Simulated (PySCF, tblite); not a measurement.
**C₄H₁₀O₄Si₂: geometry, infrared bands and NMR shifts**

What infrared bands and NMR shifts should C₄H₁₀O₄Si₂ (`C[Si@@]1(COC=O)CO[SiH2]O1`) show?

Computed with tblite 0.8.0 and PySCF 2.14.0, with density-fitted response routines of our own, on a single molecule in the gas phase. Atoms count from 0, in the outputs and in this text.

## 1. The starting structure

20 atoms, charge 0, multiplicity 1; geometry from: force field or distance geometry start.

Bonds of the start (Å): C0–Si1 1.85, Si1–C2 1.86, C2–O3 1.40, O3–C4 1.36, C4–O5 1.26, Si1–C6 1.84, C6–O7 1.39, O7–Si8 1.71, Si8–O9 1.74, O9–Si1 1.73, C0–H10 1.12, C0–H11 1.10, C0–H12 1.13, C2–H13 1.12, C2–H14 1.13, C4–H15 1.09, C6–H16 1.09, C6–H17 1.11, Si8–H18 1.45, Si8–H19 1.48.

## 2. Optimising the geometry with GFN2-xTB

The job: settings as JSON, then the geometry in Å.

```
{"job": {"kind": "relax", "xc": "GFN2-xTB", "basis": "xTB"}, "charge": 0, "multiplicity": 1}
C      0.116200     1.799700    -1.186400
Si     0.210200     0.440800     0.061100
C     -1.384800     0.410600     1.019600
O     -2.161400    -0.716400     0.725100
C     -2.580500    -0.976600    -0.544400
O     -2.319100    -0.230400    -1.528600
C      0.672500    -1.202900    -0.631100
O      2.043800    -1.071700    -0.842500
Si     2.645000    -0.493800     0.650400
O      1.547900     0.777100     1.098500
H      0.653800     2.702300    -0.789800
H      0.524100     1.463900    -2.148400
H     -0.959100     2.148000    -1.259600
H     -1.154800     0.495700     2.111500
H     -1.910300     1.376600     0.773100
H     -3.177400    -1.879400    -0.691900
H      0.120900    -1.506600    -1.526500
H      0.491500    -1.970700     0.156200
H      4.001400    -0.009400     0.449300
H      2.614900    -1.546300     1.691700
```

Command:

```sh
> OMP_NUM_THREADS=1 python probes_run.py task.json out
```

This one command runs all jobs of the session in turn.

**Question.** This job is followed by: GFN2-xTB harmonic vibrations, gas phase; GIAO PBE0/pcSseg-1 NMR shielding, non-relativistic, gas phase. What will the session give for the following? strongest single infrared mode (GFN2-xTB); zero-point energy (GFN2-xTB); 13C shifts against TMS (PBE0/pcSseg-1); 1H shifts against TMS (PBE0/pcSseg-1, means over atoms taken as alike); 29Si shifts against TMS (PBE0/pcSseg-1); 17O shifts against H2O (PBE0/pcSseg-1).

As calculated:

| quantity | value |
| --- | --- |
| strongest single infrared mode (GFN2-xTB) | 1740 cm⁻¹, 500 km/mol |
| zero-point energy (GFN2-xTB) | 88.5 kcal/mol |
| 13C shifts against TMS (PBE0/pcSseg-1) | 170.1, 58.1, 57.6, 3.7 ppm |
| 1H shifts against TMS (PBE0/pcSseg-1, means over atoms taken as alike) | 7.86, 4.98, 4.93, 4.15, 3.99, 3.91, 3.66, 0.36 ppm |
| 29Si shifts against TMS (PBE0/pcSseg-1) | -14.1, -15.6 ppm |
| 17O shifts against H2O (PBE0/pcSseg-1) | 402.1, 211.3, 91.3, 17.3 ppm |

Relaxing lowered the energy by 1.638 eV in 140 steps; the close pair that moved most is Si8–O9, from 1.738 to 1.634 Å. No mode is imaginary among the 54: a minimum at this level. The strongest single mode, at 1740 cm⁻¹, moves mainly C4 and O5. GFN2-xTB is a fitted tight-binding method: band positions and strengths are rough. Its intensities can rank the bands wrongly. At PBE0/pcSseg-1: Shielding is most anisotropic at O5 (span 623 ppm, paramagnetic term -473 ppm).
